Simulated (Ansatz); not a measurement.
# SnPtSe3: the cost of one run

Program: Ansatz 0.2.0. Level of theory: DFT PBE, scalar-relativistic, plane waves, PAW. These are calculated values, not measurements.

## (1) The structure to begin with

The structure is hexagonal, space group P6/mmm (No. 191). The conventional cell has a = 5.782 Å, b = 5.782 Å, c = 5.179 Å, α = 90.00°, β = 90.00°, γ = 120.00°. Sn (site symmetry 6/mmm) is surrounded by 2 Pt at 2.59 Å. Around Pt (site symmetry 6/mmm) lie 2 Sn at 2.59 Å and 6 Se at 2.89 Å. Around Se (site symmetry mmm) lie 4 Se at 2.89 Å and 2 Pt at 2.89 Å.

Coordinates:

```cif
data_structure
_symmetry_space_group_name_H-M 'P 1'
_symmetry_Int_Tables_number 1
_cell_length_a 5.7820
_cell_length_b 5.7820
_cell_length_c 5.1790
_cell_angle_alpha 90.000
_cell_angle_beta 90.000
_cell_angle_gamma 120.000
_cell_volume 149.95
loop_
_atom_site_label
_atom_site_type_symbol
_atom_site_fract_x
_atom_site_fract_y
_atom_site_fract_z
_atom_site_occupancy
Sn1 Sn 0.00000 0.00000 0.50000 1
Pt1 Pt 0.00000 0.00000 0.00000 1
Se1 Se 0.50000 0.00000 0.00000 1
Se2 Se 0.00000 0.50000 0.00000 1
Se3 Se 0.50000 0.50000 0.00000 1
```

The cell is invented: random cell by space group and Wyckoff sites (P6/mmm, No. 191). The dimensions are guesses.

## (2) A first look at the guess

Contents of input.yaml:

```yaml
crystal:
  lattice:
    - [5.78201008, 0.0, 0.0]
    - [-2.89100504, 5.00736761, 0.0]
    - [0.0, 0.0, 5.1790032]
  atoms:
    - { symbol: Sn, position: [0.0, 0.0, 0.5] }
    - { symbol: Pt, position: [0.0, 0.0, 0.0] }
    - { symbol: Se, position: [0.5, 0.0, 0.0] }
    - { symbol: Se, position: [0.0, 0.5, 0.0] }
    - { symbol: Se, position: [0.5, 0.5, 0.0] }
basis:
  ecutwfc: 420
kpoints:
  mp_grid: { grid: [3, 3, 4] }
hamiltonian:
  xc: pbe
scf:
  occupations: { method: gaussian, width: 0.1 }
  lower_state_search: "off"
output:
  forces: true
  stress: true
  eigenvalues: true
```

Command:

```sh
$ ansatz run input.yaml --threads 1 --pin off --max-ram 2560MiB --backend cpu --events-out ev --progress --plain --runs-dir out
```

**Question.** How long does this run take on 1 thread of Intel Xeon Platinum 8259CL at 2.50GHz (Skylake/Cascade Lake), shared host, and how much memory does it need?

About 4.1 s, with a peak of 0.49 GiB.
